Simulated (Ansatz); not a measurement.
# GeW (CsCl type): the cost of one run

Computed with Ansatz 0.2.0 (DFT PBE, with the methods named in each step, unless a step's input says otherwise).

1 further run of the same task is left out (set aside as unsound or not needed).

**1. The structure to begin with**

It takes space group Pm-3m (No. 221, cubic). The conventional cell has a = 3.027 Å, b = 3.027 Å, c = 3.027 Å, α = 90.00°, β = 90.00°, γ = 90.00°. Around W (site symmetry m-3m) lie 8 Ge at 2.62 Å. Ge (site symmetry m-3m) has 8 W at 2.62 Å as nearest neighbours.

Coordinates:

```xyz
2
Lattice="3.0269 0.0000 0.0000 0.0000 3.0269 0.0000 0.0000 0.0000 3.0269" Properties=species:S:1:pos:R:3 pbc="T T T"
W     0.0000    0.0000    0.0000
Ge    1.5134    1.5134    1.5134
```

Whether this phase is the stable one at these pressures isn't tested.

Atoms are numbered in the order of the input: W1, Ge2.

**2. Cell relaxed at zero pressure, PAW**

Contents of input.yaml:

```yaml
crystal:
  lattice:
    - [3.026890772, 0.0, 0.0]
    - [0.0, 3.026890772, 0.0]
    - [0.0, 0.0, 3.026890772]
  atoms:
    - { symbol: W, position: [0.0, 0.0, 0.0] }
    - { symbol: Ge, position: [0.5, 0.5, 0.5] }
kpoints:
  mp_grid: { grid: [14, 14, 14] }
scf:
  occupations: { method: fermi_dirac, width: 0.05 }
hamiltonian:
  xc: pbe
  pseudopotentials: { kind: paw }
output:
  forces: true
  stress: true
  write_density: true
  write_potential: true
  elf: true
  volumetric_format: npy
relax:
  f_tol: 0.005
  max_steps: 40
  cell: {}
```

Started as:

```
$ ansatz run input.yaml --threads 1 --pin off --max-ram 2048MiB --backend cpu --events-out ev --progress --plain --runs-dir out
```

**Question.** How long does this run take on 1 thread of Arm Neoverse V2, shared host, and how much memory does it need?

About 17 s, with a peak of 0.36 GiB.
